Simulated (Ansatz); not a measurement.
**GaH4+ (singlet): the correlation ladder at distance H3–H5 = 0.765 Å, cc-pVDZ**

One table from this session's results is given with a row withheld; the runs are named, their logs left out.

Computed with Ansatz 0.2.0, Gaussian basis. Level: cc-pVDZ, core rule «outside noble gas», up to 14 orbitals frozen.

The runs, in order: UHF; CCSD(T) on RHF; BCCD(T) on RHF; CISD; CCSDT(Q) on RHF; CASSCF and MRCISD+Q, 2 electrons in 2 orbitals; CASSCF and NEVPT2, 2 electrons in 2 orbitals; Full CI.

45 further runs of the same task are left out: 24 for a known fault of the program, 16 that didn't finish, 5 set aside as unsound or not needed.

### What is computed

The geometry derives from a PBE0/def2-TZVP stationary point (not a proven minimum). One bond is set to the value named and the two fragments are kept rigid. No spin-orbit coupling is included. The filled d shell of Ga may be among the frozen orbitals whatever the setting's name suggests; the logs give the count.

5 atoms, charge 1, spin multiplicity 1.

Atoms are counted from 1 here; the program's logs count them from 0.

Bond lengths: Ga1–H2 1.527 Å, Ga1–H4 1.527 Å, H3–H5 0.765 Å. Angles: H2–Ga1–H4 169.3°.

The first run:

The input, in.yaml:

```yaml
crystal:
  periodic: [false, false, false]
  atoms:
    - {symbol: Ga, position_ang: [0.000000, 0.000000, -0.055194]}
    - {symbol: H, position_ang: [0.000000, 1.520673, -0.197915]}
    - {symbol: H, position_ang: [0.000000, 0.382522, 2.106890]}
    - {symbol: H, position_ang: [0.000000, -1.520673, -0.197915]}
    - {symbol: H, position_ang: [0.000000, -0.382522, 2.106890]}
basis:
  gaussian: {orbitals: cc-pVDZ}
total_charge: 1
magnetization: {spin_polarized: true, initial_magnetization: 0}
hamiltonian: {xc: hf}
output: {orbitals: {seedname: orbitals}}
```

On the command line:

```bash
ansatz run in.yaml --threads 1 --pin off --events-out ev --progress --plain --max-ram 2393MiB
```

Among the steps run: UHF; CCSD(T) on RHF; BCCD(T) on RHF; CISD; CCSDT(Q) on RHF; CASSCF and MRCISD+Q, 2 electrons in 2 orbitals; CASSCF and NEVPT2, 2 electrons in 2 orbitals; Full CI.

One table of the session follows, with a row left open; its other results are not shown here.

It belongs to the step «Misses and costs». 

```
     method  from FCI (meV)
        RHF               ?
       RMP2          +703.9
      RCCSD           +33.4
   RCCSD(T)            +9.1
    BCCD(T)            +8.8
     RCCSDT            +0.9
  RCCSDT(Q)            +0.2
CASSCF pair         +2343.9
NEVPT2 pair          +661.4
        FCI               0
```

**Question.** Estimate the row for RHF.

**Answer.** from FCI (meV): +2828.4. In the column «from FCI (meV)» it is the highest.

Not comparable, so not listed: CISD; CASSCF and MRCISD+Q, 2 electrons in 2 orbitals (they don't share determinant, frozen orbitals or solution with the rows shown, or repeat one).

Limits of these values: Warnings in the runs' records: passed over end.
